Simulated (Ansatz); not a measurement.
# Bi (fcc type): the cost of one run

Method: DFT, PBEsol, PAW with Ansatz's default frozen-core files, scalar-relativistic, in Ansatz 0.2.0.

1 further run of the same task is left out (it didn't finish).

## Step 1: Starting point

Symmetry: Fm-3m, No. 225, cubic system. Conventional cell: a = 5.040 Å, b = 5.040 Å, c = 5.040 Å, α = 90.00°, β = 90.00°, γ = 90.00°. Around Bi (site symmetry m-3m) lie 12 Bi at 3.56 Å.

As a file:

```
CELL_PARAMETERS angstrom
0.00000 2.51984 2.51984
2.51984 0.00000 2.51984
2.51984 2.51984 0.00000
ATOMIC_POSITIONS crystal
Bi 0.00000 0.00000 0.00000
```

## Step 2: Bulk cell relaxed, PAW

The input, input.yaml:

```yaml
crystal:
  lattice:
    - [0.0, 2.5198420998, 2.5198420998]
    - [2.5198420998, 0.0, 2.5198420998]
    - [2.5198420998, 2.5198420998, 0.0]
  atoms:
    - { symbol: Bi, position: [0.0, 0.0, 0.0] }
kpoints:
  mp_grid: { grid: [15, 15, 15] }
scf:
  occupations: { method: fermi_dirac, width: 0.05 }
hamiltonian:
  xc: pbesol
  pseudopotentials: { kind: paw }
output:
  forces: true
  stress: true
relax:
  f_tol: 0.005
  max_steps: 40
  cell: {}
```

Launch:

```bash
ansatz run input.yaml --threads 2 --pin off --max-ram 4096MiB --backend cpu --events-out ev --progress --plain --runs-dir out
```

Q: Estimate wall time and peak memory on 2 threads of Arm Neoverse V1, shared host.

About 5.1 s, with a peak of 0.33 GiB.
